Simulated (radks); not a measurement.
# Numerical settings for He

How sensitive is the result for neutral helium to mesh, mixing and thresholds? A default run comes first. The defaults are a mesh step of 0.008 in ln r, a mesh end at 40 bohr or more, Anderson mixing 0.5 over 9 steps and a tight residual threshold, with the energy settled to 1e-9 hartree as well; every run has a cap on iterations.

Program: radks (a radial shooting solver on a logarithmic mesh, Libxc functionals) version 1. Level of theory: Dirac Kohn-Sham, PBE, spin-unpolarised, spherical densities, point nucleus. These are calculated values, not measurements, unless marked.

## Step 1: What is computed

```
element       : helium (Z = 2)
charge        : 0
electrons     : 2
configuration : [He]
```

The outer shells:

He
```
1s [↑↓]
```

## Step 2: Default settings

Settings of this run:

```text
Z 2
configuration [He]
relativity Dirac
functional pbe,pbe
spin unpolarised
j_filling energy
nucleus point
c 137.035999084
max_iterations 79
```

Launch:

```console
$ python run_ks.py task.json out
```

The same process makes all the runs of this session.

## Step 3: Mesh step in ln r 0.2

Input: that of step 2 with these lines changed.

```diff
@@ -8,2 +8,3 @@
 c 137.035999084
+mesh_step 0.2
 max_iterations 79
```

## Step 4: Mesh step in ln r 0.08

Input: that of step 3 with these lines changed.

```diff
@@ -8,3 +8,3 @@
 c 137.035999084
-mesh_step 0.2
+mesh_step 0.08
 max_iterations 79
```

## Step 5: Mesh step in ln r 0.003

Input: that of step 4 with these lines changed.

```diff
@@ -8,3 +8,3 @@
 c 137.035999084
-mesh_step 0.08
+mesh_step 0.003
 max_iterations 79
```

## Step 6: Mesh end (bohr) 8

Input: that of step 5 with these lines changed.

```diff
@@ -8,3 +8,3 @@
 c 137.035999084
-mesh_step 0.003
+mesh_end 8
 max_iterations 79
```

## Step 7: Mesh end (bohr) 3

Input: that of step 6 with these lines changed.

```diff
@@ -8,3 +8,3 @@
 c 137.035999084
-mesh_end 8
+mesh_end 3
 max_iterations 79
```

## Step 8: Residual threshold 1e-16

Input: that of step 7 with these lines changed.

```diff
@@ -8,3 +8,3 @@
 c 137.035999084
-mesh_end 3
+threshold 1e-16
 max_iterations 79
```

## Step 9: Residual threshold 1e-13

Input: that of step 8 with these lines changed.

```diff
@@ -8,3 +8,3 @@
 c 137.035999084
-threshold 1e-16
+threshold 1e-13
 max_iterations 79
```

## Step 10: Mixing 2.5

Input: that of step 9 with these lines changed.

```diff
@@ -8,3 +8,3 @@
 c 137.035999084
-threshold 1e-13
+mixing 2.5
 max_iterations 79
```

## Step 11: Mixing history 1, mixing 0.5

Input: that of step 10 with these lines changed.

```diff
@@ -8,3 +8,4 @@
 c 137.035999084
-mixing 2.5
+history 1
+mixing 0.5
 max_iterations 79
```

## Step 12: Mixing history 1, mixing 0.8

Input: that of step 11 with these lines changed.

```diff
@@ -9,3 +9,3 @@
 history 1
-mixing 0.5
+mixing 0.8
 max_iterations 79
```

## Step 13: Mixing history 2

Input: that of step 12 with these lines changed.

```diff
@@ -8,4 +8,3 @@
 c 137.035999084
-history 1
-mixing 0.8
+history 2
 max_iterations 79
```

## Step 14: Iteration cap 8

Input: that of step 13 with these lines changed.

```diff
@@ -8,3 +8,2 @@
 c 137.035999084
-history 2
-max_iterations 79
+max_iterations 8
```

**Question.** What will these runs give? Wanted: for each run, setting; iterations; converged; change of E.

As calculated:

```
                     setting  mesh points  iterations  converged  change of E (mhartree)    time
            Default settings         2476          14        yes                       0  0.04 s
       mesh step in ln r 0.2          100          79         no                       -  0.06 s
      mesh step in ln r 0.08          248          14        yes                       0  0.01 s
     mesh step in ln r 0.003         6603          14        yes                       0  0.08 s
           mesh end (bohr) 8         2275          14        yes              +0.0009232  0.04 s
           mesh end (bohr) 3         2153          13        yes                  +36.96  0.03 s
    residual threshold 1e-16         2476          79         no                       -  0.18 s
    residual threshold 1e-13         2476          18        yes                       0  0.05 s
                  mixing 2.5         2476          14        yes                       0  0.04 s
mixing history 1, mixing 0.5         2476          30        yes                       0  0.06 s
mixing history 1, mixing 0.8         2476          14        yes                       0  0.03 s
            mixing history 2         2476          19        yes                       0  0.04 s
             iteration cap 8         2476           8         no                       -  0.02 s
```

What this shows: A zero stands for a change under the printed digits. Converged yet off by more than 1 mhartree: mesh end (bohr) 3. Convergence of the cycle says nothing about the mesh. Not converged or rejected: mesh step in ln r 0.2; residual threshold 1e-16; iteration cap 8. A mesh that ends early acts as a hard wall.
